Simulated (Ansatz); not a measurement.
# Si2H3F2 radical: basis-set convergence

An exercise on one series of results from a longer session: the logs are not shown, and one member is left open.

Program: Ansatz 0.2.0, Gaussian basis. Level of theory: one geometry, several basis sets. These are calculated values, not measurements.

Plan: PBE0-D4/def2-SVP; ωB97M-V/def2-SVP; PBE0-D4/def2-QZVPP; ωB97M-V/def2-QZVPP; the functionals' def2-TZVPP values are taken from earlier runs.

### The geometry

The geometry comes from an earlier relaxation with PBE0-D4 in a triple-zeta def2 set; it is a stationary point, not always the lowest conformer.

SMILES `F[Si](F)[SiH3]`, 7 atoms, charge 0, spin multiplicity 2.

Atoms are counted from 1 here; the program's logs count them from 0.

Bond lengths: F1–Si2 1.600 Å, Si2–F3 1.600 Å, Si2–Si4 2.371 Å, Si4–H5 1.487 Å, Si4–H6 1.485 Å, Si4–H7 1.485 Å. Angles: F1–Si2–F3 105.6°, F1–Si2–Si4 109.2°, F3–Si2–Si4 109.2°, Si2–Si4–H5 112.0°, Si2–Si4–H6 107.2°, Si2–Si4–H7 107.2°, H5–Si4–H6 110.2°, H5–Si4–H7 110.2°, H6–Si4–H7 109.8°.

Set-up of the first run:

File in.yaml:

```yaml
crystal:
  periodic: [false, false, false]
  atoms:
    - {symbol: F, position_ang: [1.769083, -0.876926, 1.361236]}
    - {symbol: Si, position_ang: [0.212606, -0.992071, 1.008209]}
    - {symbol: F, position_ang: [0.046907, -2.388352, 0.244382]}
    - {symbol: Si, position_ang: [-0.386251, 0.773298, -0.456937]}
    - {symbol: H, position_ang: [0.428075, 0.766448, -1.701291]}
    - {symbol: H, position_ang: [-0.184477, 2.045032, 0.282159]}
    - {symbol: H, position_ang: [-1.824743, 0.604371, -0.783257]}
basis:
  gaussian: {orbitals: def2-SVP}
magnetization: {spin_polarized: true, initial_magnetization: 1}
hamiltonian: {xc: pbe0, dispersion: d4}
output: {orbitals: {seedname: orbitals}}
```

The run is started by

```
$ ansatz run in.yaml --threads 4 --pin off --events-out ev --progress --plain --max-ram 10444MiB
```

Steps of the session up to this table: PBE0-D4 in def2-SVP; ωB97M-V in def2-SVP; PBE0-D4 in def2-QZVPP; ωB97M-V in def2-QZVPP.

One of the session's tables, all rows but one given; the rest of the session is left out.

It belongs to the step «Functionals by basis». 

| functional | basis | HOMO (eV) | LUMO (eV) |
| --- | --- | --- | --- |
| PBE0-D4 | def2-SVP | ? | ? |
| PBE0-D4 | def2-TZVPP | -6.38 | -2.76 |
| PBE0-D4 | def2-QZVPP | -6.42 | -2.81 |
| ωB97M-V | def2-SVP | -7.97 | -1.09 |
| ωB97M-V | def2-TZVPP | -8.06 | -1.15 |
| ωB97M-V | def2-QZVPP | -8.11 | -1.25 |

**Question.** Estimate the row for PBE0-D4, def2-SVP.

**Answer.** HOMO (eV): -6.30; LUMO (eV): -2.78. In the column «HOMO (eV)» it is the highest.
